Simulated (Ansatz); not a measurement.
# C₂H₈FInSe: basis-set convergence

How large a basis does C₂H₈FInSe need? Two functionals are run in growing sets.

Method: one geometry, several basis sets; program: Ansatz 0.2.0, Gaussian basis.

The runs, in order: PBE0-D4/def2-SVP; ωB97M-V/def2-SVP; PBE0-D4/def2-QZVPP; ωB97M-V/def2-QZVPP; the functionals' def2-TZVPP values are taken from earlier runs.

## 1. The relaxed structure

An earlier PBE0-D4 in a triple-zeta def2 set relaxation fixed the geometry. In takes the def2 core potential; no spin-orbit term is included.

SMILES `[CH3][In-]([CH3])([F])[SeH2+]`, 13 atoms, charge 0, spin multiplicity 1.

Atoms are counted from 1 here; the program's logs count them from 0.

Bond lengths: C1–In2 2.136 Å, C1–H6 1.090 Å, C1–H7 1.091 Å, C1–H8 1.091 Å, In2–C3 2.138 Å, In2–F4 2.030 Å, In2–Se5 2.994 Å, C3–H9 1.091 Å, C3–H10 1.091 Å, C3–H11 1.090 Å, Se5–H12 1.468 Å, Se5–H13 1.487 Å. Angles: In2–C1–H6 108.6°, In2–C1–H7 110.4°, In2–C1–H8 110.8°, H6–C1–H7 108.9°, H6–C1–H8 109.5°, H7–C1–H8 108.6°, C1–In2–C3 142.3°, C1–In2–F4 107.6°, C1–In2–Se5 100.9°, C3–In2–F4 107.6°, C3–In2–Se5 100.9°, F4–In2–Se5 75.0°, In2–C3–H9 110.7°, In2–C3–H10 110.8°, In2–C3–H11 108.5°, H9–C3–H10 108.5°, H9–C3–H11 108.9°, H10–C3–H11 109.5° and more.

## 2. PBE0-D4 in def2-SVP

File in.yaml:

```yaml
crystal:
  periodic: [false, false, false]
  atoms:
    - {symbol: C, position_ang: [-2.073334, -0.784154, 0.697174]}
    - {symbol: In, position_ang: [-0.334028, -0.029874, -0.287365]}
    - {symbol: C, position_ang: [1.255994, -0.610387, -1.592846]}
    - {symbol: F, position_ang: [-0.529231, 1.986181, -0.418477]}
    - {symbol: Se, position_ang: [1.211194, 1.048940, 2.038648]}
    - {symbol: H, position_ang: [-2.547365, 0.033274, 1.240552]}
    - {symbol: H, position_ang: [-2.781335, -1.181223, -0.031763]}
    - {symbol: H, position_ang: [-1.809512, -1.579658, 1.394872]}
    - {symbol: H, position_ang: [0.860165, -1.041248, -2.513662]}
    - {symbol: H, position_ang: [1.899621, -1.349342, -1.113877]}
    - {symbol: H, position_ang: [1.840801, 0.275677, -1.840730]}
    - {symbol: H, position_ang: [2.452032, 1.108038, 1.256220]}
    - {symbol: H, position_ang: [0.575498, 2.088878, 1.186054]}
basis:
  gaussian: {orbitals: def2-SVP}
hamiltonian: {xc: pbe0, dispersion: d4}
output: {orbitals: {seedname: orbitals}}
```

Started as:

```bash
$ ansatz run in.yaml --threads 4 --pin off --events-out ev --progress --plain --max-ram 11315MiB
```

After this run come: ωB97M-V in def2-SVP; PBE0-D4 in def2-QZVPP; ωB97M-V in def2-QZVPP.

Q: Predict the results of all the runs planned. Wanted: PBE0-D4: double and triple zeta above quadruple; ωB97M-V: double and triple zeta above quadruple.

The runs gave:

```
                                       quantity           value
PBE0-D4: double and triple zeta above quadruple  15.88, 1.72 eV
ωB97M-V: double and triple zeta above quadruple  16.07, 1.67 eV
```

For PBE0-D4 the step from double to triple zeta gains 14.17 eV and the next only 1.72 eV. These are total energies; as a rule much of such shifts cancels in differences, which this series doesn't test. The LUMO of ωB97M-V is positive and keeps falling with the basis (1.55 to 0.75 eV): an unbound level that the basis holds in place.
